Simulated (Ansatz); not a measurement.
Set up this calculation in Ansatz 0.2.0, as the native input.

```
Task                : single point
Functional          : PBE
Potentials or basis : Ansatz PAW
Cutoff              : 420 eV (not typed: the program's choice for these potentials)
k mesh              : 12 × 12 × 12
Occupations         : fermi-dirac, width 0.05 eV
Spin                : no spin polarisation
```

SiF:

```
Si F
1.0
     1.33860    0.77284    3.89831
    -1.33860    0.77284    3.89831
     0.00000   -1.54568    3.89831
Si F
1 1
Direct
  0.50000 0.50000 0.50000
  0.00000 0.00000 0.00000
```

The cell was built by a generator and needn't be a form met in nature.

One way to write it, as run:

input.yaml

```yaml
crystal:
  lattice:
    - [1.3386, 0.77284, 3.89831]
    - [-1.3386, 0.77284, 3.89831]
    - [0.0, -1.54568, 3.89831]
  atoms:
    - { symbol: Si, position: [0.5, 0.5, 0.5] }
    - { symbol: F, position: [0.0, 0.0, 0.0] }
hamiltonian:
  xc: pbe
  pseudopotentials: { kind: paw }
kpoints:
  mp_grid: { grid: [12, 12, 12] }
scf:
  occupations: { method: fermi_dirac, width: 0.05 }
output:
  forces: true
  stress: true
  eigenvalues: true
```

Potentials or basis: Ansatz PAW.

The run is started by

```console
$ ansatz run input.yaml --threads 2 --pin off --max-ram 5632MiB --backend cpu --events-out ev --progress --plain --runs-dir out
```

It gave:

```json
{"Pressure": "0.2 GPa", "Band gap on the k mesh": "none (metal or under the smearing width)"}
```

Caveat: the pressure holds a Pulay correction of +0.5 GPa for the finite cutoff; an odd number of electrons without spin polarisation forces a metal; a magnetic or distorted state may lie lower.

Wall time 1.7 s on 2 threads of Arm Neoverse V1 (shared host), peak memory 0.31 GiB.
